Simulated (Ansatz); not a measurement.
# Dy3Re: the cost of one run

Program: Ansatz 0.2.0. Level of theory: DFT PBE, scalar-relativistic, plane waves, PAW; 4f electrons in the core of a trivalent norm-conserving potential. These are calculated values, not measurements.

### Step 1. The starting structure

The structure is cubic, space group Pm-3m (No. 221). Conventional cell: a = 4.474 Å, b = 4.474 Å, c = 4.474 Å, α = 90.00°, β = 90.00°, γ = 90.00°. Around Dy (site symmetry 4/mmm) lie 8 Dy at 3.16 Å and 4 Re at 3.16 Å. Re (site symmetry m-3m) has 12 Dy at 3.16 Å in its first shell of neighbours.

Structure file:

```
Dy Re
1.0
     4.47419    0.00000    0.00000
     0.00000    4.47419    0.00000
     0.00000    0.00000    4.47419
Dy Re
3 1
Direct
  0.00000 0.50000 0.50000
  0.50000 0.50000 0.00000
  0.50000 0.00000 0.50000
  0.00000 0.00000 0.00000
```

A structure generator made this guess: species swapped into a database cell of GdIr3 (Pm-3m, No. 221), with Re on the Gd sites and Dy on the Ir sites. The dimensions are guesses.

### Step 2. A first look at the guess

File input.yaml:

```yaml
crystal:
  lattice:
    - [4.47419009, 0.0, 0.0]
    - [0.0, 4.47419009, 0.0]
    - [0.0, 0.0, 4.47419009]
  atoms:
    - { symbol: Dy, position: [0.0, 0.5, 0.5] }
    - { symbol: Dy, position: [0.5, 0.5, 0.0] }
    - { symbol: Dy, position: [0.5, 0.0, 0.5] }
    - { symbol: Re, position: [0.0, 0.0, 0.0] }
basis:
  ecutwfc: 630
kpoints:
  mp_grid: { grid: [4, 4, 4] }
hamiltonian:
  xc: pbe
  pseudopotentials:
    kind: paw
    azcp: { Dy: "pseudopotentials/pbe/nc/lanthanide_3plus/Dy.nc.azcp" }
scf:
  occupations: { method: gaussian, width: 0.1 }
  lower_state_search: "off"
output:
  forces: true
  stress: true
  eigenvalues: true
```

Run with:

```sh
$ ansatz run input.yaml --threads 1 --pin off --max-ram 2560MiB --backend cpu --events-out ev --progress --plain --runs-dir out
```

What time and memory should one allow on 1 thread of Arm Neoverse V1, shared host?

About 4.2 s, with a peak of 0.35 GiB.
